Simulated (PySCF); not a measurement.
**C8H14BN3SSi: NMR shifts at several levels of theory**

Aim: compute the NMR shifts of C8H14BN3SSi (`CCS[B-](C#N)(C#N)C#[N+][Si](C)(C)C`) at several levels, and see how far they spread and what each costs.

Programs: PySCF 2.14.0, with density-fitted response routines of our own. Each step states its level of theory. These are calculated values for one molecule in the gas phase, unless marked as measured. Atoms are numbered from 0 throughout.

**1. The starting structure**

28 atoms, charge 0, multiplicity 1; geometry from: GFN2-xTB.

Bonds of the start (Å): C0–C1 1.52, C1–S2 1.83, S2–B3 1.98, B3–C4 1.54, C4–N5 1.15, B3–C6 1.54, C6–N7 1.14, B3–C8 1.52, C8–N9 1.17, N9–Si10 1.77, Si10–C11 1.90, Si10–C12 1.90, Si10–C13 1.90, C0–H14 1.09, C0–H15 1.09, C0–H16 1.09, C1–H17 1.09, C1–H18 1.09, C11–H19 1.09, C11–H20 1.09, C11–H21 1.09, C12–H22 1.09, C12–H23 1.09, C12–H24 1.09, C13–H25 1.09, C13–H26 1.09, C13–H27 1.09.

**2. Optimising the geometry at PBE0-D3(BJ)/def2-SVP**

The job: settings as JSON, then the geometry in Å.

```
{"job": {"xc": "PBE0", "basis": "def2-SVP", "d3": "d3bj", "grid": 1, "kind": "geom"}, "charge": 0, "multiplicity": 1}
C      3.123440    -0.698110     1.935060
C      1.646080    -0.799310     1.605520
S      1.363760    -1.119300    -0.178760
B      1.256870     0.708210    -0.927040
C      2.131170     1.740260    -0.188130
N      2.781980     2.494770     0.377980
C      1.464620     0.689720    -2.457250
N      1.634260     0.682670    -3.589550
C     -0.198290     0.650510    -0.502710
N     -1.310410     0.537770    -0.144470
Si    -2.659430    -0.385840     0.532000
C     -2.393760    -0.291500     2.412530
C     -4.178450     0.573700    -0.070670
C     -2.500280    -2.141970    -0.172860
H      3.251690    -0.574550     3.008690
H      3.644040    -1.600410     1.621820
H      3.572690     0.155780     1.433910
H      1.113800     0.112900     1.875620
H      1.189310    -1.646190     2.119610
H     -2.197770     0.727490     2.735040
H     -1.553500    -0.903650     2.728140
H     -3.272450    -0.640640     2.946130
H     -5.094090     0.106940     0.277840
H     -4.221070     0.611530    -1.155490
H     -4.172650     1.596940     0.293420
H     -2.691940    -2.154630    -1.242210
H     -1.498360    -2.534930    -0.019080
H     -3.202290    -2.824600     0.296520
```

What it wrote:

```text
step   0  E = -1188.70630049  max force = 0.034783
step   1  E = -1188.71422866  max force = 0.022472
step   2  E = -1188.71873855  max force = 0.010881
step   3  E = -1188.71985731  max force = 0.005621
step   4  E = -1188.72014904  max force = 0.003594
step   5  E = -1188.72028921  max force = 0.002743
step   6  E = -1188.72042568  max force = 0.001565
step   7  E = -1188.72049741  max force = 0.001382
step   8  E = -1188.72059365  max force = 0.000686
step   9  E = -1188.72068866  max force = 0.000746
step  10  E = -1188.72079281  max force = 0.000928
step  11  E = -1188.72085131  max force = 0.000774
step  12  E = -1188.72086975  max force = 0.000320
step  13  E = -1188.72087479  max force = 0.000376
optimisation converged
```

It took 7.2 min on 8 threads of Intel Xeon Platinum 8488C (Sapphire Rapids), shared host.

Relaxation path:

| step | energy from step 0 (eV) | largest force component (eV/Å) |
| --- | --- | --- |
| 0 | 0.0000 | 1.7886 |
| 1 | -0.2157 | 1.1556 |
| 2 | -0.3385 | 0.5595 |
| 3 | -0.3689 | 0.2890 |
| 4 | -0.3768 | 0.1848 |
| 5 | -0.3807 | 0.1411 |
| 6 | -0.3844 | 0.0805 |
| 7 | -0.3863 | 0.0711 |
| 8 | -0.3889 | 0.0353 |
| 9 | -0.3915 | 0.0384 |
| 10 | -0.3944 | 0.0477 |
| 11 | -0.3959 | 0.0398 |
| 12 | -0.3964 | 0.0165 |
| 13 | -0.3966 | 0.0193 |

Distances of close pairs at the start and the end, largest changes first:

| bond | before (Å) | after (Å) | change (Å) |
| --- | --- | --- | --- |
| B3–C8 | 1.517 | 1.599 | +0.082 |
| S2–B3 | 1.978 | 1.911 | -0.067 |
| N9–Si10 | 1.769 | 1.811 | +0.041 |
| Si10–C11 | 1.902 | 1.861 | -0.040 |
| Si10–C13 | 1.899 | 1.860 | -0.039 |
| Si10–C12 | 1.895 | 1.859 | -0.036 |
| B3–C4 | 1.541 | 1.577 | +0.036 |
| B3–C6 | 1.544 | 1.575 | +0.031 |

The end geometry stands in the next job.

| at the end point | value |
| --- | --- |
| point group (found at 0.08 Å tolerance) | C1 |
| rotational constants (GHz, main isotopes) | 0.677, 0.304, 0.269 |
| dipole moment (D) | 11.62 |

**3. Nuclear shieldings: PBE0/pcSseg-1**

The job: settings as JSON, then the geometry in Å.

```
{"job": {"kind": "nmr", "xc": "PBE0", "basis": "pcSseg-1", "pop": false}, "charge": 0, "multiplicity": 1}
C      3.589442    -0.397287     1.973895
C      2.229686    -0.919356     1.550924
S      2.078557    -1.174373    -0.255691
B      1.343878     0.488332    -0.844026
C      1.943920     1.762643    -0.135238
N      2.382087     2.674343     0.431533
C      1.385700     0.552522    -2.417499
N      1.392379     0.581655    -3.575890
C     -0.187942     0.342037    -0.409798
N     -1.270957     0.118071    -0.053363
Si    -2.884251    -0.453600     0.536901
C     -2.731593    -0.389627     2.390605
C     -4.110751     0.754495    -0.165020
C     -3.016425    -2.176116    -0.153078
H      3.644305    -0.321272     3.072095
H      4.389412    -1.072411     1.636169
H      3.780319     0.599725     1.554013
H      1.424216    -0.248134     1.890612
H      2.029653    -1.905548     1.997277
H     -2.542948     0.636522     2.740210
H     -1.912270    -1.034601     2.742283
H     -3.665990    -0.741738     2.855862
H     -5.132186     0.468453     0.132389
H     -4.068480     0.767958    -1.264542
H     -3.921708     1.774059     0.202893
H     -3.092535    -2.160210    -1.250665
H     -2.134745    -2.774167     0.123202
H     -3.911801    -2.678814     0.245559
```

Level: GIAO PBE0/pcSseg-1 NMR shielding, non-relativistic, gas phase.

What it wrote:

```text
coarse grid: 24888 points
cycle   1  E = -1188.9722505925  dE =  1.328e+00  |g| = 7.377e-01  |ddm| = 4.862e+00
cycle   2  E = -1188.6650029700  dE =  3.072e-01  |g| = 1.393e+00  |ddm| = 1.663e+00
cycle   3  E = -1189.0838051938  dE = -4.188e-01  |g| = 3.547e-01  |ddm| = 1.132e+00
cycle   4  E = -1189.1119825693  dE = -2.818e-02  |g| = 6.406e-02  |ddm| = 2.850e-01
cycle   5  E = -1189.1127361319  dE = -7.536e-04  |g| = 2.567e-02  |ddm| = 6.830e-02
cycle   6  E = -1189.1128807823  dE = -1.447e-04  |g| = 9.961e-03  |ddm| = 3.046e-02
cycle   7  E = -1189.1129016505  dE = -2.087e-05  |g| = 2.468e-03  |ddm| = 7.643e-03
cycle   8  E = -1189.1129030490  dE = -1.399e-06  |g| = 6.850e-04  |ddm| = 3.353e-03
final grid: 232728 points
cycle   9  E = -1189.1915719552  dE = -5.191e-05  |g| = 1.116e-02  |ddm| = 4.282e-02
cycle  10  E = -1189.1915570970  dE =  1.486e-05  |g| = 1.352e-02  |ddm| = 2.406e-02
cycle  11  E = -1189.1916027445  dE = -4.565e-05  |g| = 2.165e-03  |ddm| = 1.467e-02
cycle  12  E = -1189.1916037106  dE = -9.661e-07  |g| = 8.677e-04  |ddm| = 1.988e-03
cycle  13  E = -1189.1916038623  dE = -1.517e-07  |g| = 1.985e-04  |ddm| = 7.832e-04
cycle  14  E = -1189.1916038700  dE = -7.749e-09  |g| = 8.012e-05  |ddm| = 2.010e-04
cycle  15  E = -1189.1916038712  dE = -1.178e-09  |g| = 3.799e-05  |ddm| = 7.652e-05
cycle  16  E = -1189.1916038715  dE = -3.006e-10  |g| = 6.705e-06  |ddm| = 2.855e-05
converged SCF energy = -1189.1916038715

GIAO shielding tensors (ppm)
atom      isotropic    diamagn.    paramagn.     s11        s22        s33       span
  0 C      165.888     244.810     -78.921    147.121    165.003    185.541     38.420
  1 C      155.101     254.231     -99.130    138.761    153.001    173.541     34.780
  2 S      573.945    1060.209    -486.265    448.536    520.648    752.649    304.113
  3 B      136.098     185.757     -49.659    130.698    132.876    144.721     14.023
  4 C       57.967     264.504    -206.538    -63.693    -51.227    288.820    352.513
  5 N      -79.237     338.803    -418.039   -266.190   -260.415    288.896    555.086
  6 C       61.092     262.453    -201.361    -58.428    -50.381    292.086    350.514
  7 N      -82.253     338.063    -420.316   -273.238   -262.279    288.758    561.996
  8 C       25.693     272.935    -247.242    -89.207    -77.549    243.836    333.044
  9 N       54.513     343.726    -289.213    -73.349    -28.728    265.614    338.963
 10 Si     328.354     885.657    -557.303    316.882    331.118    337.062     20.180
 11 C      184.717     257.809     -73.091    177.865    185.232    191.055     13.191
 12 C      185.372     255.695     -70.323    179.981    184.177    191.958     11.977
 13 C      185.142     257.397     -72.255    178.942    185.194    191.291     12.350
 14 H       30.106      27.027       3.078     24.959     27.028     38.330     13.372
 15 H       30.060      27.415       2.645     25.820     27.849     36.510     10.691
 16 H       29.064      29.008       0.056     23.327     30.135     33.731     10.403
 17 H       29.193      37.813      -8.619     23.689     29.912     33.979     10.290
 18 H       28.878      33.730      -4.851     22.560     28.341     35.734     13.174
 19 H       30.623      33.310      -2.686     26.994     27.918     36.957      9.963
 20 H       30.644      35.195      -4.551     26.248     28.734     36.950     10.703
 21 H       30.995      27.146       3.849     26.580     27.835     38.571     11.990
 22 H       31.032      25.339       5.692     26.653     27.980     38.462     11.809
 23 H       30.636      31.478      -0.842     26.262     28.326     37.320     11.058
 24 H       30.677      31.665      -0.988     26.351     28.371     37.311     10.960
 25 H       30.606      32.209      -1.604     26.771     27.855     37.191     10.420
 26 H       30.484      35.073      -4.589     25.795     28.889     36.768     10.974
 27 H       31.018      26.983       4.035     26.644     27.822     38.587     11.943
```

It took 98 s on 8 threads of Intel Xeon Platinum 8488C (Sapphire Rapids), shared host.

The references, computed at this level on geometries of the same kind, shield at (ppm): 1H TMS 31.27, 13C TMS 184.4, 29Si TMS 352.0, 15N NH3 265.7, 11B BF3·OEt2 100.7, 33S CS2 496. Their shielding less the atom's gives the shift. The references are single molecules in the gas phase, so shifts against H2O, NH3, PH3, H3PO4 or CFCl3 are not on the usual liquid scales and can be off by tens of ppm. Atoms listed in one row are averaged.

| atoms | environment | σ (ppm) | δ (ppm) | δ scaled to CDCl3 |
| --- | --- | --- | --- | --- |
| C8 | nitrilium-type carbon | 25.7 | 158.7 | 153.6 |
| C4, C6 | nitrile carbon | 59.5 | 124.9 | 120.8 |
| C1 | sp3 CH2 bonded to S | 155.1 | 29.3 | 24.4 |
| C0 | methyl carbon | 165.9 | 18.5 | 17.5 |
| C11, C12, C13 | methyl carbon bonded to Si | 185.1 | -0.7 | -1.2 |
| H17, H18 | hydrogen on an sp3 CH2 bonded to S | 29.04 | 2.23 | 2.33 |
| H14, H15, H16 | hydrogen on a methyl carbon | 29.74 | 1.52 | 1.66 |
| H19, H20, H21, H22, H23 and 4 more | hydrogen on a methyl carbon bonded to Si | 30.75 | 0.52 | 0.71 |
| S2 | sulfur bonded to C, B | 574 | -78 | – |
| B3 | boron bonded to 3 C, S | 136.1 | -35.4 | – |
| N5, N7 | nitrile nitrogen | -80.7 | 346.4 | – |
| N9 | nitrogen bonded to C, Si | 54.5 | 211.2 | – |
| Si10 | silicon bonded to 3 C, N | 328.4 | 23.6 | – |

The scaled column applies a straight-line fit of computed shieldings to shifts measured in CDCl3, with any fitted terms for Cl, Br or S neighbours (root-mean-square error 0.21 ppm for H, 2.0 ppm for C).

**4. NMR shieldings: PBE/pcSseg-1**

Settings changed since step 3:

```diff
@@ -1,2 +1,2 @@
-{"job": {"kind": "nmr", "xc": "PBE0", "basis": "pcSseg-1", "pop": false}, "charge": 0, "multiplicity": 1}
+{"job": {"kind": "nmr", "xc": "PBE", "basis": "pcSseg-1", "pop": false}, "charge": 0, "multiplicity": 1}
 C      3.589442    -0.397287     1.973895
```

Method: GIAO PBE/pcSseg-1 NMR shielding, non-relativistic, gas phase.

What it wrote:

```text
coarse grid: 24888 points
cycle   1  E = -1188.7633583943  dE =  1.097e+00  |g| = 9.425e-01  |ddm| = 4.983e+00
cycle   2  E = -1188.0635761103  dE =  6.998e-01  |g| = 1.918e+00  |ddm| = 2.440e+00
cycle   3  E = -1188.8382030975  dE = -7.746e-01  |g| = 8.146e-01  |ddm| = 1.907e+00
cycle   4  E = -1188.9897083493  dE = -1.515e-01  |g| = 1.398e-01  |ddm| = 6.094e-01
cycle   5  E = -1188.9931738870  dE = -3.466e-03  |g| = 6.434e-02  |ddm| = 1.996e-01
cycle   6  E = -1188.9942915557  dE = -1.118e-03  |g| = 2.538e-02  |ddm| = 1.159e-01
cycle   7  E = -1188.9944637297  dE = -1.722e-04  |g| = 9.638e-03  |ddm| = 3.586e-02
cycle   8  E = -1188.9944818600  dE = -1.813e-05  |g| = 3.662e-03  |ddm| = 8.503e-03
cycle   9  E = -1188.9944845872  dE = -2.727e-06  |g| = 7.976e-04  |ddm| = 3.208e-03
final grid: 232728 points
cycle  10  E = -1189.1016776918  dE = -5.033e-05  |g| = 1.797e-02  |ddm| = 5.724e-02
cycle  11  E = -1189.1015175559  dE =  1.601e-04  |g| = 3.039e-02  |ddm| = 4.515e-02
cycle  12  E = -1189.1017430559  dE = -2.255e-04  |g| = 8.511e-03  |ddm| = 3.431e-02
cycle  13  E = -1189.1017592821  dE = -1.623e-05  |g| = 2.439e-03  |ddm| = 6.790e-03
cycle  14  E = -1189.1017605955  dE = -1.313e-06  |g| = 5.653e-04  |ddm| = 2.957e-03
cycle  15  E = -1189.1017606628  dE = -6.729e-08  |g| = 2.419e-04  |ddm| = 6.821e-04
cycle  16  E = -1189.1017606742  dE = -1.137e-08  |g| = 1.071e-04  |ddm| = 2.158e-04
cycle  17  E = -1189.1017606767  dE = -2.471e-09  |g| = 2.229e-05  |ddm| = 8.785e-05
cycle  18  E = -1189.1017606768  dE = -1.100e-10  |g| = 1.110e-05  |ddm| = 3.668e-05
converged SCF energy = -1189.1017606768

GIAO shielding tensors (ppm)
atom      isotropic    diamagn.    paramagn.     s11        s22        s33       span
  0 C      161.442     244.565     -83.123    142.208    160.670    181.447     39.239
  1 C      147.918     254.352    -106.433    129.611    145.986    168.158     38.547
  2 S      523.015    1060.467    -537.452    396.550    483.458    689.037    292.487
  3 B      131.912     187.613     -55.702    126.078    128.755    140.902     14.825
  4 C       58.780     264.052    -205.271    -61.255    -47.231    284.827    346.083
  5 N      -75.998     340.045    -416.043   -260.671   -252.929    285.606    546.277
  6 C       62.215     261.907    -199.692    -55.307    -45.978    287.929    343.237
  7 N      -79.820     339.195    -419.015   -268.997   -256.055    285.590    554.587
  8 C       22.750     273.279    -250.529    -82.302    -71.667    222.221    304.523
  9 N       48.918     342.197    -293.279    -69.805    -21.126    237.685    307.490
 10 Si     313.426     887.040    -573.615    303.385    315.269    321.623     18.238
 11 C      180.192     256.822     -76.630    172.881    180.196    187.499     14.618
 12 C      180.967     254.745     -73.779    175.373    179.109    188.418     13.044
 13 C      180.791     256.400     -75.609    174.439    180.105    187.829     13.390
 14 H       30.016      26.952       3.063     25.036     27.080     37.931     12.894
 15 H       30.050      27.323       2.727     26.067     27.902     36.180     10.113
 16 H       28.990      29.249      -0.258     23.456     30.122     33.393      9.938
 17 H       28.930      38.116      -9.186     23.563     29.829     33.397      9.835
 18 H       28.663      33.595      -4.932     22.484     28.385     35.120     12.636
 19 H       30.551      33.298      -2.747     27.129     27.947     36.576      9.447
 20 H       30.578      35.151      -4.574     26.375     28.765     36.592     10.216
 21 H       30.938      27.238       3.701     26.752     27.955     38.108     11.355
 22 H       30.985      25.462       5.523     26.842     28.093     38.020     11.178
 23 H       30.580      31.482      -0.902     26.406     28.358     36.976     10.570
 24 H       30.619      31.665      -1.047     26.494     28.403     36.958     10.464
 25 H       30.562      32.204      -1.641     26.917     27.910     36.861      9.944
 26 H       30.432      35.023      -4.591     25.939     28.939     36.418     10.479
 27 H       30.973      27.067       3.906     26.835     27.953     38.133     11.299
```

It took 58 s on 8 threads of Intel Xeon Platinum 8488C (Sapphire Rapids), shared host.

Key values: δ C8 157.3, C4 119.5, C1 32.1, C0 18.6, H17 2.40, H14 1.51 ppm (means over like atoms).

**5. NMR shieldings: wB97X-D/pcSseg-1**

Settings changed since step 4:

```diff
@@ -1,2 +1,2 @@
-{"job": {"kind": "nmr", "xc": "PBE", "basis": "pcSseg-1", "pop": false}, "charge": 0, "multiplicity": 1}
+{"job": {"kind": "nmr", "xc": "wB97X-D", "basis": "pcSseg-1", "pop": false}, "charge": 0, "multiplicity": 1}
 C      3.589442    -0.397287     1.973895
```

With the program's defaults for keys left out, this is: GIAO wB97X-D/pcSseg-1 NMR shielding, non-relativistic, gas phase.

What it wrote:

```text
coarse grid: 24888 points
cycle   1  E = -1189.6221357353  dE =  1.653e+00  |g| = 7.854e-01  |ddm| = 4.758e+00
cycle   2  E = -1189.4428600063  dE =  1.793e-01  |g| = 1.270e+00  |ddm| = 1.581e+00
cycle   3  E = -1189.7836609740  dE = -3.408e-01  |g| = 1.443e-01  |ddm| = 8.697e-01
cycle   4  E = -1189.7881166550  dE = -4.456e-03  |g| = 6.249e-02  |ddm| = 1.834e-01
cycle   5  E = -1189.7889600305  dE = -8.434e-04  |g| = 1.758e-02  |ddm| = 6.030e-02
cycle   6  E = -1189.7890154694  dE = -5.544e-05  |g| = 7.184e-03  |ddm| = 1.553e-02
cycle   7  E = -1189.7890270609  dE = -1.159e-05  |g| = 1.578e-03  |ddm| = 6.731e-03
cycle   8  E = -1189.7890278155  dE = -7.546e-07  |g| = 4.442e-04  |ddm| = 2.714e-03
final grid: 232728 points
cycle   9  E = -1189.8794848322  dE = -3.168e-04  |g| = 1.057e-02  |ddm| = 5.683e-02
cycle  10  E = -1189.8794599315  dE =  2.490e-05  |g| = 1.546e-02  |ddm| = 1.564e-02
cycle  11  E = -1189.8795079925  dE = -4.806e-05  |g| = 2.420e-03  |ddm| = 9.502e-03
cycle  12  E = -1189.8795091125  dE = -1.120e-06  |g| = 6.867e-04  |ddm| = 2.120e-03
cycle  13  E = -1189.8795092213  dE = -1.088e-07  |g| = 3.791e-04  |ddm| = 8.638e-04
cycle  14  E = -1189.8795092514  dE = -3.006e-08  |g| = 8.350e-05  |ddm| = 2.960e-04
cycle  15  E = -1189.8795092536  dE = -2.201e-09  |g| = 2.259e-05  |ddm| = 1.384e-04
cycle  16  E = -1189.8795092539  dE = -2.656e-10  |g| = 9.402e-06  |ddm| = 5.786e-05
converged SCF energy = -1189.8795092539

GIAO shielding tensors (ppm)
atom      isotropic    diamagn.    paramagn.     s11        s22        s33       span
  0 C      165.499     244.536     -79.036    146.820    164.526    185.152     38.332
  1 C      156.437     254.205     -97.768    141.740    153.821    173.750     32.010
  2 S      583.050    1060.756    -477.705    455.238    522.066    771.847    316.608
  3 B      136.697     186.235     -49.538    131.351    133.359    145.382     14.031
  4 C       56.963     265.070    -208.107    -65.353    -53.796    290.038    355.392
  5 N      -78.582     339.350    -417.932   -266.002   -260.909    291.165    557.167
  6 C       59.956     262.940    -202.984    -60.309    -53.142    293.321    353.630
  7 N      -81.171     338.576    -419.747   -272.286   -262.291    291.065    563.351
  8 C       26.314     273.471    -247.156    -93.247    -80.534    252.724    345.971
  9 N       55.431     344.326    -288.896    -75.941    -33.928    276.161    352.102
 10 Si     327.603     885.567    -557.964    315.555    330.724    336.530     20.975
 11 C      184.885     258.175     -73.290    178.321    185.657    190.677     12.355
 12 C      185.468     256.002     -70.534    180.207    184.633    191.564     11.357
 13 C      185.226     257.755     -72.528    179.167    185.651    190.862     11.695
 14 H       30.234      27.087       3.146     25.136     27.150     38.415     13.279
 15 H       30.140      27.406       2.734     25.872     27.947     36.603     10.731
 16 H       29.181      29.234      -0.054     23.456     30.265     33.820     10.364
 17 H       29.448      38.361      -8.913     23.978     30.106     34.261     10.283
 18 H       29.089      33.854      -4.766     22.829     28.462     35.976     13.147
 19 H       30.756      33.585      -2.829     27.135     28.078     37.057      9.922
 20 H       30.774      35.585      -4.811     26.392     28.889     37.040     10.647
 21 H       31.110      27.004       4.106     26.698     27.940     38.691     11.994
 22 H       31.141      25.180       5.961     26.761     28.085     38.577     11.815
 23 H       30.761      31.738      -0.977     26.404     28.476     37.403     10.998
 24 H       30.803      31.941      -1.139     26.493     28.522     37.394     10.900
 25 H       30.724      32.431      -1.707     26.907     27.999     37.267     10.359
 26 H       30.610      35.478      -4.869     25.945     29.030     36.854     10.908
 27 H       31.126      26.845       4.281     26.754     27.922     38.704     11.950
```

Wall time 2.1 min (8 threads of Intel Xeon Platinum 8488C (Sapphire Rapids), shared host).

In short: δ C8 158.2, C4 126.1, C1 28.1, C0 19.0, H17 2.11, H14 1.53 ppm (means over like atoms).

[end of part 1 of 2]
